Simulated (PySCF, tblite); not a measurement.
# C₅H₉FOSi₂: geometry, infrared bands and NMR shifts

Wanted: the infrared bands and NMR shifts of C₅H₉FOSi₂ (`C[SiH2][Si@H](F)c1ccco1`), by calculation.

Computed with tblite 0.8.0 and PySCF 2.14.0, with density-fitted response routines of our own, on a single molecule in the gas phase. Atoms count from 0, in the outputs and in this text.

**1. The molecule as given**

18 atoms, charge 0, multiplicity 1; geometry from: force field or distance geometry start.

Bonds of the start (Å): C0–Si1 1.88, Si1–Si2 2.23, Si2–F3 1.69, Si2–C4 1.86, C4–C5 1.38, C5–C6 1.38, C6–C7 1.39, C7–O8 1.32, O8–C4 1.30, C0–H9 1.09, C0–H10 1.10, C0–H11 1.09, Si1–H12 1.48, Si1–H13 1.47, Si2–H14 1.48, C5–H15 1.07, C6–H16 1.06, C7–H17 1.08.

**2. Relaxing the molecule with GFN2-xTB**

Job settings and geometry (Å):

```
{"job": {"kind": "relax", "xc": "GFN2-xTB", "basis": "xTB"}, "charge": 0, "multiplicity": 1}
C      3.576600    -0.142800    -0.205800
Si     1.922600     0.747100    -0.138300
Si     0.391800    -0.767000    -0.702600
F      0.527400    -1.142200    -2.342900
C     -1.313600    -0.142600    -0.317100
C     -2.471700    -0.709600    -0.798500
C     -3.507500     0.047100    -0.292100
C     -2.894500     1.031000     0.467600
O     -1.587400     0.890500     0.426400
H      3.572900    -0.775100    -1.094600
H      3.602300    -0.796100     0.682500
H      4.436100     0.532400    -0.210600
H      1.681300     1.306400     1.213300
H      1.965900     1.801400    -1.168500
H      0.625300    -2.016200     0.046700
H     -2.561500    -1.569300    -1.422800
H     -4.550200    -0.088900    -0.433100
H     -3.424600     1.800000     1.013800
```

Launch:

```
$ OMP_NUM_THREADS=1 python probes_run.py task.json out
```

One launch serves the whole session: the jobs run in the order shown.

**Question.** This job is followed by: GFN2-xTB harmonic vibrations, gas phase; GIAO PBE0/pcSseg-1 NMR shielding, non-relativistic, gas phase. What will the session give for the following? strongest single infrared mode (GFN2-xTB); zero-point energy (GFN2-xTB); 13C shifts against TMS (PBE0/pcSseg-1); 1H shifts against TMS (PBE0/pcSseg-1, means over atoms taken as alike); 29Si shifts against TMS (PBE0/pcSseg-1); 19F shifts against CFCl3 (PBE0/pcSseg-1); 17O shifts against H2O (PBE0/pcSseg-1).

The runs gave:

```
                                                              quantity                                         value
                             strongest single infrared mode (GFN2-xTB)                         2213 cm⁻¹, 424 km/mol
                                          zero-point energy (GFN2-xTB)                                 77.0 kcal/mol
                                13C shifts against TMS (PBE0/pcSseg-1)         159.4, 152.8, 129.5, 117.5, -10.8 ppm
1H shifts against TMS (PBE0/pcSseg-1, means over atoms taken as alike)  7.75, 7.39, 6.84, 6.10, 4.12, 4.07, 0.31 ppm
                               29Si shifts against TMS (PBE0/pcSseg-1)                               10.5, -83.4 ppm
                              19F shifts against CFCl3 (PBE0/pcSseg-1)                                    -230.3 ppm
                                17O shifts against H2O (PBE0/pcSseg-1)                                     317.9 ppm
```

In words: Over 77 steps the energy fell by 0.472 eV; of the close pairs, Si1–Si2 changed most, 2.226 to 2.310 Å. The lowest mode is slightly imaginary (3i cm⁻¹), a soft motion within the noise of the Hessian, so the minimum is not strictly shown. The strongest single mode, at 2213 cm⁻¹, moves mainly H14. Unscaled tight-binding wavenumbers are off by several per cent, some by more. Its intensities can rank the bands wrongly. At PBE0/pcSseg-1: The largest span, 389 ppm, is at O8, where the paramagnetic term is -380 ppm. NICS(1)zz of -28 ppm above the planar ring from C4 marks a diatropic (aromatic) ring current.
